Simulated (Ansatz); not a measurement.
A run of Ansatz 0.2.0 is set up as follows.

input.yaml

```yaml
crystal:
  lattice:
    - [-1.949259, 1.949259, 4.022291]
    - [1.949259, -1.949259, 4.022291]
    - [1.949259, 1.949259, -4.022291]
  atoms:
    - { symbol: Ru, position: [0.5, 0.5, 0.0] }
    - { symbol: Ru, position: [0.25, 0.75, 0.5] }
    - { symbol: Ru, position: [0.75, 0.25, 0.5] }
    - { symbol: Sc, position: [0.0, 0.0, 0.0] }
hamiltonian:
  xc: pbesol
  pseudopotentials: { kind: paw }
  hubbard:
    sites:
      - { species: Ru, l: d, u_eff: 4.0 }
      - { species: Sc, l: d, u_eff: 4.0 }
kpoints:
  mp_grid: { grid: [7, 7, 7] }
scf:
  occupations: { method: fermi_dirac, width: 0.05 }
output:
  forces: true
  stress: true
  eigenvalues: true
relax:
  f_tol: 0.01
  max_steps: 40
  cell: { stress_tol: 0.05 }
```

Potentials or basis: Ansatz PAW.

Run with:

```bash
$ ansatz run input.yaml --threads 2 --pin off --max-ram 5632MiB --backend cpu --events-out ev --progress --plain --runs-dir out
```

Task: What does it give for the band gap on the k mesh?

Result: None (metal or under the smearing width).

Task: Estimate the relaxed cell.

Result: a = 4.864 Å, b = 4.864 Å, c = 4.864 Å, α = 133.57°, β = 133.57°, γ = 67.76°.

Task: Predict the space group after relaxing (to 0.05 Å).

Result: I4/mmm (No. 139).

The path:
```csv
step,energy change (eV),largest force (eV/Å),volume (Å³)
1,0.0000,0.0000,61.13
2,-0.0406,0.0000,59.45
3,-0.0412,0.0000,59.33
4,-0.0413,0.0000,59.36
5,-0.0408,0.0000,59.36
```

Caveat: the plane-wave basis is chosen anew once the cell has moved, so the energies of steps on either side of that aren't comparable; U without spin polarisation on a metal has little footing; the PAW data sets come from PBE, with cores solved anew for the run's functional, which leaves a small shift of forces and pressure; the U is typed as a test and isn't derived for this compound.
